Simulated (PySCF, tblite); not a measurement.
# C9H21ClS2Si: NMR shifts, part 2 of 2

tblite 0.8.0 and PySCF 2.14.0. Atoms count from 0.

### 6 NMR shifts: GIAO PBE0/pcSseg-1 in chloroform

What the job is given:

```
{"job": {"kind": "nmr", "xc": "PBE0", "basis": "pcSseg-1", "pop": false, "solvent": "chloroform"}, "charge": 0, "multiplicity": 1}
C      5.348194     1.092282     1.670827
C      4.383250     0.878961     0.515804
C      3.294904    -0.141529     0.825580
C      2.348001    -0.338460    -0.343728
S      1.064668    -1.583035     0.067500
Si    -0.176015    -1.387593    -1.652217
C     -1.510949    -2.677358    -1.522487
Cl     0.913217    -1.721649    -3.387287
S     -0.834637     0.631169    -1.905371
C     -1.611327     0.934249    -0.272310
C     -3.083526     0.567889    -0.216248
C     -3.709971     0.861659     1.140907
C     -5.180952     0.484399     1.209347
H      5.860906     0.155375     1.941275
H      6.121112     1.833988     1.419327
H      4.822441     1.450875     2.570213
H      3.911289     1.838990     0.242071
H      4.940602     0.553452    -0.380051
H      2.720685     0.182101     1.711162
H      3.755244    -1.108187     1.094568
H      1.841930     0.603121    -0.609111
H      2.888507    -0.689201    -1.236349
H     -1.062135    -3.682117    -1.530743
H     -2.082705    -2.555971    -0.590208
H     -2.200592    -2.587260    -2.374732
H     -1.028731     0.397130     0.494707
H     -1.470147     2.010510    -0.087700
H     -3.205683    -0.502123    -0.455424
H     -3.624423     1.114022    -1.007933
H     -3.588582     1.934514     1.373152
H     -3.149424     0.320799     1.923934
H     -5.326359    -0.590160     1.013550
H     -5.610522     0.703246     2.198399
H     -5.770059     1.037001     0.460123
```

With the program's defaults for keys left out, this is: GIAO PBE0/pcSseg-1 NMR shielding, non-relativistic, IEF-PCM chloroform.

The log of the run:

```text
start: PBE on a coarse grid of 28056 points
cycle   1  E = -1900.2253139608  dE =  6.853e-01  |g| = 8.567e-01  |ddm| = 5.251e+00
cycle   2  E = -1899.9531798159  dE =  2.721e-01  |g| = 1.318e+00  |ddm| = 2.112e+00
cycle   3  E = -1900.4235123814  dE = -4.703e-01  |g| = 1.285e-01  |ddm| = 1.403e+00
cycle   4  E = -1900.4278990135  dE = -4.387e-03  |g| = 4.904e-02  |ddm| = 2.462e-01
cycle   5  E = -1900.4284344804  dE = -5.355e-04  |g| = 1.793e-02  |ddm| = 6.588e-02
cycle   6  E = -1900.4285136233  dE = -7.914e-05  |g| = 3.836e-03  |ddm| = 2.047e-02
final grid: 238409 points
cycle   7  E = -1900.7282676873  dE = -8.596e-03  |g| = 4.222e-02  |ddm| = 2.976e-01
cycle   8  E = -1900.7281162962  dE =  1.514e-04  |g| = 4.783e-02  |ddm| = 9.235e-02
cycle   9  E = -1900.7287279166  dE = -6.116e-04  |g| = 3.359e-03  |ddm| = 5.373e-02
cycle  10  E = -1900.7287347403  dE = -6.824e-06  |g| = 1.440e-03  |ddm| = 5.517e-03
cycle  11  E = -1900.7287292485  dE =  5.492e-06  |g| = 3.417e-04  |ddm| = 1.707e-03
cycle  12  E = -1900.7287318515  dE = -2.603e-06  |g| = 8.692e-05  |ddm| = 3.804e-04
converged SCF energy = -1900.7287318515

GIAO shielding tensors (ppm)
atom      isotropic    diamagn.    paramagn.     s11        s22        s33       span
  0 C      168.658     240.084     -71.426    156.954    161.865    187.156     30.202
  1 C      158.298     246.480     -88.182    145.300    156.037    173.558     28.258
  2 C      148.743     250.840    -102.097    126.712    143.568    175.949     49.237
  3 C      150.633     258.958    -108.325    126.456    153.080    172.362     45.906
  4 S      607.477    1064.634    -457.157    505.700    526.547    790.185    284.485
  5 Si     293.972     881.446    -587.474    240.837    313.987    327.092     86.254
  6 C      175.545     257.664     -82.119    166.600    169.995    190.040     23.440
  7 Cl     886.121    1150.519    -264.398    774.560    878.720   1005.083    230.523
  8 S      602.215    1063.145    -460.931    476.277    523.077    807.290    331.014
  9 C      150.664     256.732    -106.067    125.470    150.780    175.743     50.272
 10 C      144.316     253.220    -108.904    117.497    138.545    176.906     59.409
 11 C      158.835     247.740     -88.905    146.772    156.114    173.617     26.845
 12 C      168.721     240.429     -71.708    157.001    162.056    187.106     30.105
 13 H       30.290      24.548       5.742     25.828     28.550     36.492     10.664
 14 H       30.013      22.369       7.643     25.152     27.039     37.846     12.694
 15 H       30.306      26.958       3.348     25.783     28.937     36.197     10.414
 16 H       29.997      32.237      -2.240     24.340     31.438     34.212      9.872
 17 H       29.986      29.775       0.211     24.340     31.031     34.587     10.247
 18 H       29.918      35.718      -5.801     24.431     31.952     33.371      8.940
 19 H       29.833      33.958      -4.125     24.184     31.241     34.074      9.890
 20 H       28.674      38.104      -9.430     21.417     31.198     33.408     11.992
 21 H       28.714      35.858      -7.144     21.485     31.310     33.346     11.861
 22 H       30.311      29.308       1.003     25.455     28.096     37.383     11.928
 23 H       30.514      34.527      -4.014     25.984     29.345     36.212     10.228
 24 H       30.466      29.315       1.150     26.888     27.327     37.182     10.294
 25 H       28.726      38.160      -9.434     22.077     30.757     33.343     11.267
 26 H       28.829      36.265      -7.436     22.321     28.926     35.240     12.919
 27 H       30.155      36.205      -6.050     24.014     31.499     34.952     10.938
 28 H       29.878      34.280      -4.401     24.897     30.900     33.838      8.941
 29 H       30.117      31.387      -1.271     24.716     30.403     35.231     10.515
 30 H       30.146      33.517      -3.371     24.742     31.488     34.208      9.466
 31 H       30.394      26.415       3.979     25.714     29.601     35.865     10.151
 32 H       30.067      23.489       6.578     25.234     27.007     37.961     12.727
 33 H       30.344      24.617       5.727     25.984     28.415     36.632     10.648
```

It took 31 s on 2 threads of Arm Neoverse V1, shared host; peak memory 1.5 GiB.

### 7 Outcome

This closing draws on all 2 parts.

| quantity | value |
| --- | --- |
| point group | C1 |
| rotational constants (main isotopes) | 0.50, 0.25, 0.19 GHz |
| ¹³C shifts against TMS (PBE0/pcSseg-2, means over atoms taken as alike) | 40.5, 35.2, 28.0, 16.7, 9.1 ppm |
| ¹H shifts against TMS (PBE0/pcSseg-2, means over atoms taken as alike) | 2.80, 2.53, 1.55, 1.36, 1.28, 1.26, 0.97, 0.70 ppm |
| ³³S shifts against CS2 (PBE0/pcSseg-2, means over atoms taken as alike) | -87 ppm |
| ²⁹Si shifts against TMS (PBE0/pcSseg-2) | 47.7 ppm |
| ³⁵Cl shifts against HCl (PBE0/pcSseg-2) | 68 ppm |
| measured, and computed on the same scale | Si5 δ 30.2, 47.7 ppm |

Relaxing lowered the energy by 0.172 eV in 7 steps; the close pair that moved most is Si5–Cl7, from 2.024 to 2.076 Å (PBE0/def2-SVP). At PBE0/pcSseg-2: The largest span, 315 ppm, is at S4, S8, where the paramagnetic term is -474 ppm. The one measured ²⁹Si shift is missed by +17.5 ppm (computed less measured, unscaled). Vibration, temperature and solvent are missing from the calculation, and it holds one conformer, so part of the miss against the measured shifts is not the functional's.
